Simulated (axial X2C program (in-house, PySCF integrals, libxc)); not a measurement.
# Linear ClRuCl⁺ at several levels

The task here is to estimate one member of a computed series from the others.

Method: all-electron X2C, two-component (2c) or spin-free, Cl dyall-av3z, Ru dyall-v3z; program: an in-house X2C program for linear molecules on PySCF integrals.

All values are calculated.

2 further runs of the same task are left out: 2 set aside as unsound or not needed.

Set-up of the first run:

Contents of task.json:

```json
{
 "zs": [
  17,
  44,
  17
 ],
 "q": 1,
 "bas": [
  "dyall-av3z",
  "dyall-v3z",
  "dyall-av3z"
 ],
 "r0": [
  2.24,
  2.24
 ],
 "symm": 1,
 "scan": [
  "PBE0",
  "HF",
  "BHandHLYP"
 ],
 "levels": [
  "PBE0",
  "HF",
  "LDA"
 ],
 "nst": 2
}
```

Keys: zs atomic numbers; q charge; bas basis sets; r0 starting distance in Å; symm equal bonds; scan levels of the two-bond scan (MP2 follows by itself at each HF point); levels methods; nst determinants followed.

Command:

```bash
$ python solin.py task.json out
```

Masses Cl 34.969, Ru 101.904, Cl 34.969 u.

Among the steps run: Scan at PBE0, 2c; Scan at HF, 2c; Scan at BHandHLYP, 2c.

One of the session's tables, all rows but one given; the rest of the session is left out.

```
               level  r(Cl–Ru) (Å)  r(Ru–Cl) (Å)  lower stretch (cm⁻¹)  upper stretch (cm⁻¹)
            PBE0, 2c         2.192         2.192                 398.7                 493.2
              HF, 2c         2.221         2.221                 413.7                 499.1
       BHandHLYP, 2c         2.198         2.198                 407.3                 502.0
             MP2, 2c             ?             ?                     ?                     ?
     PBE0, spin-free         2.193         2.193                 400.2                 493.0
       HF, spin-free         2.221         2.221                 414.1                 499.2
BHandHLYP, spin-free         2.199         2.199                 408.7                 501.8
      MP2, spin-free         2.176         2.176                 420.6                 512.6
```

Q: Estimate the row for MP2, 2c from the others.

The run gave: r(Cl–Ru) (Å): 2.176; r(Ru–Cl) (Å): 2.176; lower stretch (cm⁻¹): 420.1; upper stretch (cm⁻¹): 512.5.

Scans not shown above were run alike.

MP2 freezes inner shells (threshold -2 hartree). The molecule was held linear; bending was not examined, so a bent shape may lie lower. Note: several unpaired electrons, one determinant need not be a pure state.
